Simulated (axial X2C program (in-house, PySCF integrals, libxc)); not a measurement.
# BaH: properties at the nuclei

Wanted for BaH: properties at the nuclei, at the two-component level.

Computed with an in-house X2C program for linear molecules on PySCF integrals. Level: two-component X2C with atomic mean-field terms, Ba dyall-cv3z, H dyall-v3z.

All values are calculated.

### Step 1. Set-up

task.json reads:

```json
{
 "zs": [
  56,
  1
 ],
 "q": 0,
 "bas": [
  "dyall-cv3z",
  "dyall-v3z"
 ],
 "r0": 2.28,
 "levels": [
  "PBE0",
  "HF",
  "BHandHLYP",
  "PBE50",
  "PBE"
 ],
 "nst": 3
}
```

Keys: zs atomic numbers; q charge; bas basis sets; r0 starting distance in Å; levels methods (HF also brings MP2); nst determinants followed.

Started as:

```sh
$ python soeom.py task.json out
```

After this run come: Expectation values, lowest determinant; Expectation values, a higher determinant; Expectation values, a higher determinant.

Q: Predict the outcome of this session. Wanted: lowest determinant; Eeff magnitude; Ws magnitude Ba; A∥/gI Ba; qzz Ba; higher determinant (for each run or level that gives them).

**Answer**, as computed:

| quantity | value |
| --- | --- |
| lowest determinant | Ω = 1/2 (excess of +ω over −ω: ω = 1/2) |
| Eeff magnitude (GV/cm), PBE0 | 6.55 |
| Ws magnitude Ba (kHz), PBE0 | 8.22 |
| A∥/gI Ba (MHz), PBE0 | 3020 |
| qzz Ba (a.u.), PBE0 | -2.29 |
| higher determinant | Ω = 3/2 (excess of +ω over −ω: ω = 3/2) |
| Eeff magnitude (GV/cm), PBE0, higher determinant | 1.34 |
| Ws magnitude Ba (kHz), PBE0, higher determinant | 0.333 |
| A∥/gI Ba (MHz), PBE0, higher determinant | 79.8 |
| qzz Ba (a.u.), PBE0, higher determinant | -1.63 |
| higher determinant | Ω = 5/2 (excess of +ω over −ω: ω = 5/2) |
| Eeff magnitude (GV/cm), PBE0, higher determinant | 0.00431 |
| Ws magnitude Ba (kHz), PBE0, higher determinant | 0.00324 |
| A∥/gI Ba (MHz), PBE0, higher determinant | -11.6 |
| qzz Ba (a.u.), PBE0, higher determinant | -0.54 |

**Reading.** In the first state, the effective field runs from 5.95 to 7.81 GV/cm over the mean-field levels. The expectation values come from single determinants, which for open shells can mix terms of unlike spin or miss the lowest Ω, so a determinant need not be a state. Eeff is the effective electric field on the electron dipole moment in this Ω state and Ws the scalar–pseudoscalar constant (defined with the proton number Z and per Ω); A∥ is the parallel hyperfine constant, which follows by multiplying with the nuclear g factor gI = μI/(I μN); qzz is the electric field gradient, eQq0 = 234.96 MHz × Q/barn × qzz; μ is positive if H is the positive end. The operators were transformed with the bare-nucleus X2C matrices.
